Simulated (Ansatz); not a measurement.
**CH₅BrFGaOSi: basis-set convergence**

Aim: see how fast density functionals converge with the basis set for CH₅BrFGaOSi.

Program: Ansatz 0.2.0, Gaussian basis. Level of theory: one geometry, several basis sets. These are calculated values, not measurements.

The runs, in order: PBE0-D4/def2-SVP; ωB97M-V/def2-SVP; PBE0-D4/def2-QZVPP; ωB97M-V/def2-QZVPP; the functionals' def2-TZVPP values are taken from earlier runs.

### 1 The relaxed structure

The geometry comes from an earlier relaxation with PBE0-D4 in a triple-zeta def2 set; it is a stationary point, not always the lowest conformer.

11 atoms, charge 0, spin multiplicity 1.

Atoms are counted from 1 here; the program's logs count them from 0.

Bond lengths: F1–C2 1.510 Å, C2–Si3 1.918 Å, C2–O4 1.343 Å, C2–H7 1.099 Å, Si3–H8 1.481 Å, Si3–H9 1.484 Å, Si3–H10 1.485 Å, O4–Ga5 1.852 Å, Ga5–Br6 2.284 Å, Ga5–H11 1.546 Å. Angles: F1–C2–Si3 106.2°, F1–C2–O4 104.0°, F1–C2–H7 101.6°, Si3–C2–O4 114.8°, Si3–C2–H7 115.0°, O4–C2–H7 113.4°, C2–Si3–H8 108.1°, C2–Si3–H9 106.7°, C2–Si3–H10 109.5°, H8–Si3–H9 111.2°, H8–Si3–H10 111.4°, H9–Si3–H10 109.9°, C2–O4–Ga5 103.6°, O4–Ga5–Br6 113.3°, O4–Ga5–H11 121.2°, Br6–Ga5–H11 123.1°.

### 2 PBE0-D4 in def2-SVP

Input file in.yaml:

```yaml
crystal:
  periodic: [false, false, false]
  atoms:
    - {symbol: F, position_ang: [-1.247043, -0.418514, 0.520402]}
    - {symbol: C, position_ang: [0.044092, -0.826394, -0.147645]}
    - {symbol: Si, position_ang: [1.452884, -0.286158, 1.036582]}
    - {symbol: O, position_ang: [0.019179, -0.181089, -1.325392]}
    - {symbol: Ga, position_ang: [-1.543781, 0.808853, -1.246195]}
    - {symbol: Br, position_ang: [-1.216280, 2.958587, -0.546342]}
    - {symbol: H, position_ang: [-0.090665, -1.912668, -0.243090]}
    - {symbol: H, position_ang: [1.375177, 1.183150, 1.202112]}
    - {symbol: H, position_ang: [2.728418, -0.686418, 0.392574]}
    - {symbol: H, position_ang: [1.301493, -0.985564, 2.337755]}
    - {symbol: H, position_ang: [-2.823475, 0.346203, -1.980762]}
basis:
  gaussian: {orbitals: def2-SVP}
hamiltonian: {xc: pbe0, dispersion: d4}
output: {orbitals: {seedname: orbitals}}
```

Launch:

```console
$ ansatz run in.yaml --threads 2 --pin off --events-out ev --progress --plain --max-ram 22528MiB --backend cpu
```

Further steps of the session: ωB97M-V in def2-SVP; PBE0-D4 in def2-QZVPP; ωB97M-V in def2-QZVPP.

**Question.** What will the summary of the whole plan be? Wanted: PBE0-D4: double and triple zeta above quadruple; ωB97M-V: double and triple zeta above quadruple.

**Answer**, as computed:

| quantity | value |
| --- | --- |
| PBE0-D4: double and triple zeta above quadruple | 28.12, 3.19 eV |
| ωB97M-V: double and triple zeta above quadruple | 28.10, 3.06 eV |

In words: PBE0-D4 gains 24.93 eV from double to triple zeta, then 3.19 eV more. These are total energies; as a rule much of such shifts cancels in differences, which this series doesn't test.
